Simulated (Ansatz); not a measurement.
# CH3ClF2Hf: the cost of one run

Computed with Ansatz 0.2.0, Gaussian basis. Level: the settings change from run to run.

### 1 The molecule

The structure was relaxed beforehand with PBE0-D4 in a triple-zeta def2 set. Hf takes a core potential in def2 sets; no spin-orbit term is included.

SMILES `[CH3][Hf]([F])([F])[Cl]`, 8 atoms, charge 0, spin multiplicity 1.

Atoms are counted from 1 here; the program's logs count them from 0.

Bond lengths: C1–Hf2 2.193 Å, C1–H6 1.096 Å, C1–H7 1.096 Å, C1–H8 1.096 Å, Hf2–F3 1.895 Å, Hf2–F4 1.895 Å, Hf2–Cl5 2.347 Å. Angles: Hf2–C1–H6 111.1°, Hf2–C1–H7 111.4°, Hf2–C1–H8 111.1°, H6–C1–H7 107.7°, H6–C1–H8 107.7°, H7–C1–H8 107.7°, C1–Hf2–F3 105.5°, C1–Hf2–F4 105.5°, C1–Hf2–Cl5 106.8°, F3–Hf2–F4 111.6°, F3–Hf2–Cl5 113.3°, F4–Hf2–Cl5 113.4°.

### 2 CCSD/def2-SVP

This run has correlated electrons set to outside_noble_gas, 4 DIIS vectors.

The input, in.yaml:

```yaml
crystal:
  periodic: [false, false, false]
  atoms:
    - {symbol: C, position_ang: [-0.992356, -0.201725, 0.566197]}
    - {symbol: Hf, position_ang: [0.895378, 0.091642, -0.509800]}
    - {symbol: F, position_ang: [2.219760, -0.750937, 0.551773]}
    - {symbol: F, position_ang: [0.671975, -0.788006, -2.173287]}
    - {symbol: Cl, position_ang: [1.205172, 2.408744, -0.716282]}
    - {symbol: H, position_ang: [-0.957143, 0.263864, 1.557529]}
    - {symbol: H, position_ang: [-1.211742, -1.266310, 0.705235]}
    - {symbol: H, position_ang: [-1.831054, 0.242728, 0.018636]}
basis:
  gaussian: {orbitals: def2-SVP}
hamiltonian: {xc: {name: HF}}
correlation: {method: ccsd, electrons: outside_noble_gas, diis_vectors: 4}
```

Launch:

```console
$ ansatz run in.yaml --threads 2 --pin off --events-out ev --progress --plain --max-ram 32768MiB --backend cpu
```

**Question.** How long does this run take on 2 threads of AMD EPYC 7R13, shared host, and how much memory does it need?

About 4.9 s, with a peak of 0.49 GiB.
